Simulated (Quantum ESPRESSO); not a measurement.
# Si2B2Te (Immm) in Quantum ESPRESSO: reference runs

Aim: a first look at Si2B2Te with PBE, on the cell as given.

Everything below comes from runs of Quantum ESPRESSO 7.5. Logs are shortened: lines on timing, memory, paths and dates and some standing lists are left out, and cuts for length are marked.

**1. The crystal as given**

It takes space group Immm (No. 71, orthorhombic). The conventional cell has a = 3.095 Å, b = 4.688 Å, c = 10.185 Å, α = 90.00°, β = 90.00°, γ = 90.00°. Around Si (site symmetry mm2) lie 2 B at 2.34 Å. B (site symmetry mm2) is surrounded by 2 Te at 2.09 Å and 2 Si at 2.34 Å. Te (site symmetry mmm) has 4 B at 2.09 Å as nearest neighbours.

The cell was built by a generator and needn't be a form met in nature.

**2. Single point, PBE**

pw.in

```
&CONTROL
  calculation = 'scf'
  prefix = 'pwscf'
  outdir = './tmp'
  pseudo_dir = './pseudo'
  tprnfor = .true.
  tstress = .true.
  disk_io = 'nowf'
/
&SYSTEM
  ibrav = 0
  nat = 5
  ntyp = 3
  ecutwfc = 55
  ecutrho = 440
  nbnd = 16
  occupations = 'smearing'
  smearing = 'fd'
  degauss = 0.00367493
/
&ELECTRONS
  conv_thr = 1d-09
  electron_maxstep = 120
  mixing_beta = 0.5
/
ATOMIC_SPECIES
Si    28.0850 Si.pbe-n-rrkjus_psl.1.0.0.UPF
B     10.8100 b_pbe_v1.4.uspp.F.UPF
Te   127.6000 Te_pbe_v1.uspp.F.UPF
CELL_PARAMETERS angstrom
  -1.5476944300    2.3437613500    5.0925741900
   1.5476944300   -2.3437613500    5.0925741900
   1.5476944300    2.3437613500   -5.0925741900
ATOMIC_POSITIONS crystal
Si     0.3575800100    0.3575800100    0.0000000000
Si     0.6424199900    0.6424199900    0.0000000000
B      0.8626999900    0.3626999900    0.5000000000
B      0.1373000100    0.6373000100    0.5000000000
Te     0.0000000000    0.0000000000    0.0000000000
K_POINTS automatic
10 10 10 0 0 0
```

Potentials or basis: SSSP 1.3 efficiency PBE.

Launch:

```sh
> OMP_NUM_THREADS=1 pw.x -in pw.in > pw.out
```

pw.out:

```text
This program is part of the open-source Quantum ESPRESSO suite
     for quantum simulation of materials; please cite
[... 9 lines left out ...]
     --------------------
     sticks:   dense  smooth     PW     G-vecs:    dense   smooth      PW
     Sum        3579    1777    621                77755    27401    5655

     Using Slab Decomposition

     bravais-lattice index     =            0
     lattice parameter (alat)  =      10.9902  a.u.
     unit-cell volume          =     498.6463 (a.u.)^3
     number of atoms/cell      =            5
     number of atomic types    =            3
     number of electrons       =        20.00
     number of Kohn-Sham states=           16
     kinetic-energy cutoff     =      55.0000  Ry
     charge density cutoff     =     440.0000  Ry
     scf convergence threshold =      1.0E-09
     mixing beta               =       0.5000
     number of iterations used =            8  plain     mixing
     Exchange-correlation= SLA  PW   PBE  PBE
                           (   1   4   3   4   0   0   0)

     celldm(1)=  10.990165  celldm(2)=   0.000000  celldm(3)=   0.000000
     celldm(4)=   0.000000  celldm(5)=   0.000000  celldm(6)=   0.000000

     crystal axes: (cart. coord. in units of alat)
               a(1) = (  -0.266121   0.403003   0.875653 )
               a(2) = (   0.266121  -0.403003   0.875653 )
               a(3) = (   0.266121   0.403003  -0.875653 )

     reciprocal axes: (cart. coord. in units 2 pi/alat)
               b(1) = ( -0.000000  1.240686  0.571002 )
               b(2) = (  1.878841 -0.000000  0.571002 )
               b(3) = (  1.878841  1.240686  0.000000 )

     PseudoPot. # 1 for Si read from file:
     Si.pbe-n-rrkjus_psl.1.0.0.UPF
     Pseudo is Ultrasoft + core correction, Zval =  4.0
     Generated using "atomic" code by A. Dal Corso  v.5.1
     Using radial grid of 1141 points,  6 beta functions with:
                l(1) =   0
                l(2) =   0
                l(3) =   1
                l(4) =   1
                l(5) =   2
                l(6) =   2
     Q(r) pseudized with 0 coefficients

     PseudoPot. # 2 for B  read from file:
     b_pbe_v1.4.uspp.F.UPF
     Pseudo is Ultrasoft + core correction, Zval =  3.0
     Generated by new atomic code, or converted to UPF format
     Using radial grid of  781 points,  4 beta functions with:
                l(1) =   0
                l(2) =   0
                l(3) =   1
                l(4) =   1
     Q(r) pseudized with  8 coefficients,  rinner =    1.100   1.100   1.100

     PseudoPot. # 3 for Te read from file:
     Te_pbe_v1.uspp.F.UPF
     Pseudo is Ultrasoft + core correction, Zval =  6.0
     Generated by new atomic code, or converted to UPF format
     Using radial grid of  891 points,  5 beta functions with:
                l(1) =   0
                l(2) =   0
                l(3) =   1
                l(4) =   1
                l(5) =   2
     Q(r) pseudized with  6 coefficients,  rinner =    1.800   1.800   1.800
                                                       1.800   1.800

     atomic species   valence    mass     pseudopotential
     Si                4.00    28.08500     Si( 1.00)
     B                 3.00    10.81000     B ( 1.00)
     Te                6.00   127.60000     Te( 1.00)

      8 Sym. Ops., with inversion, found

   Cartesian axes

     site n.     atom                  positions (alat units)
         1        Si     tau(   1) = (   0.0000000  -0.0000000   0.6262320  )
         2        Si     tau(   2) = (   0.0000000   0.0000000   1.1250739  )
         3        B      tau(   3) = (   0.0000000   0.4030028   0.6351986  )
         4        B      tau(   4) = (   0.2661214   0.0000000   0.2404543  )
         5        Te     tau(   5) = (   0.0000000   0.0000000   0.0000000  )

     number of k points=   171  Fermi-Dirac smearing, width (Ry)=  0.0037

     Number of k-points >= 100: set verbosity='high' to print them.

     Dense  grid:    77755 G-vectors     FFT dimensions: (  75,  75,  75)

     Smooth grid:    27401 G-vectors     FFT dimensions: (  54,  54,  54)

     Initial potential from superposition of free atoms

     starting charge      19.9981, renormalised to      20.0000
     Starting wfcs are   20 randomized atomic wfcs

     Self-consistent Calculation

     iteration #  1     ecut=    55.00 Ry     beta= 0.50
     Davidson diagonalization with overlap
     ethr =  1.00E-02,  avg # of iterations =  2.9

     total energy              =     -61.43504524 Ry
     estimated scf accuracy    <       0.39587933 Ry

     iteration #  2     ecut=    55.00 Ry     beta= 0.50
     Davidson diagonalization with overlap
     ethr =  1.98E-03,  avg # of iterations =  2.0

     total energy              =     -61.54834780 Ry
     estimated scf accuracy    <       0.16778059 Ry

     iteration #  3     ecut=    55.00 Ry     beta= 0.50
     Davidson diagonalization with overlap
     ethr =  8.39E-04,  avg # of iterations =  1.2

     total energy              =     -61.57553051 Ry
     estimated scf accuracy    <       0.00288246 Ry

     iteration #  4     ecut=    55.00 Ry     beta= 0.50
     Davidson diagonalization with overlap
     c_bands:  1 eigenvalues not converged
     ethr =  1.44E-05,  avg # of iterations =  8.8

     total energy              =     -61.57713338 Ry
     estimated scf accuracy    <       0.00079453 Ry

     iteration #  5     ecut=    55.00 Ry     beta= 0.50
     Davidson diagonalization with overlap
     c_bands:  1 eigenvalues not converged
     ethr =  3.97E-06,  avg # of iterations =  2.9

     total energy              =     -61.57726871 Ry
     estimated scf accuracy    <       0.00005431 Ry

     iteration #  6     ecut=    55.00 Ry     beta= 0.50
     Davidson diagonalization with overlap
     ethr =  2.72E-07,  avg # of iterations =  2.6

     total energy              =     -61.57728214 Ry
     estimated scf accuracy    <       0.00000412 Ry

     iteration #  7     ecut=    55.00 Ry     beta= 0.50
     Davidson diagonalization with overlap
     ethr =  2.06E-08,  avg # of iterations =  3.6

     total energy              =     -61.57728398 Ry
     estimated scf accuracy    <       0.00000082 Ry

     iteration #  8     ecut=    55.00 Ry     beta= 0.50
     Davidson diagonalization with overlap
     ethr =  4.09E-09,  avg # of iterations =  2.4

     total energy              =     -61.57728423 Ry
     estimated scf accuracy    <       0.00000007 Ry

     iteration #  9     ecut=    55.00 Ry     beta= 0.50
     Davidson diagonalization with overlap
     ethr =  3.60E-10,  avg # of iterations =  3.0

     End of self-consistent calculation

     Number of k-points >= 100: set verbosity='high' to print the bands.

     the Fermi energy is     9.2955 ev

!    total energy              =     -61.57728426 Ry
     estimated scf accuracy    <          9.0E-10 Ry
     smearing contrib. (-TS)   =      -0.00141315 Ry
     internal energy E=F+TS    =     -61.57587110 Ry

     The total energy is F=E-TS. E is the sum of the following terms:
     one-electron contribution =      17.15783089 Ry
     hartree contribution      =       2.70392337 Ry
     xc contribution           =     -32.59127905 Ry
     ewald contribution        =     -48.84634632 Ry

     convergence has been achieved in   9 iterations

     Forces acting on atoms (cartesian axes, Ry/au):

     atom    1 type  1   force =     0.00000000   -0.00000000   -0.02972459
     atom    2 type  1   force =    -0.00000000   -0.00000000    0.02972459
     atom    3 type  2   force =     0.00000000   -0.00000000   -0.18911914
     atom    4 type  2   force =    -0.00000000    0.00000000    0.18911914
     atom    5 type  3   force =     0.00000000   -0.00000000    0.00000000

     Total force =     0.270738     Total SCF correction =     0.000021

     Computing stress (Cartesian axis) and pressure

          total   stress  (Ry/bohr**3)                   (kbar)     P=      113.54
   0.00202746   0.00000000   0.00000000          298.25        0.00        0.00
   0.00000000  -0.00043356   0.00000000            0.00      -63.78        0.00
  -0.00000000   0.00000000   0.00072153           -0.00        0.00      106.14

=------------------------------------------------------------------------------=
   JOB DONE.
=------------------------------------------------------------------------------=
```

Wall time 3.4 min (1 thread of Intel Xeon Platinum 8488C (Sapphire Rapids), shared host); peak memory 0.46 GiB.

Results:

```
Free energy            : -837.8016 eV
Pressure               : 11.4 GPa
Largest force          : 4.862 eV/Å
Band gap on the k mesh : none (metal or under the smearing width)
```

Forces in eV/Å, atoms in the order of the input:
```
Si   0.000  0.000 -0.764
Si   0.000  0.000  0.764
B    0.000  0.000 -4.862
B    0.000  0.000  4.862
Te   0.000  0.000  0.000
```

Caveat: forces of over 1 eV/Å show positions far from the minimum, so gaps and moduli don't describe the material at rest. The run has no spin-orbit coupling, so splittings on Te are missing.
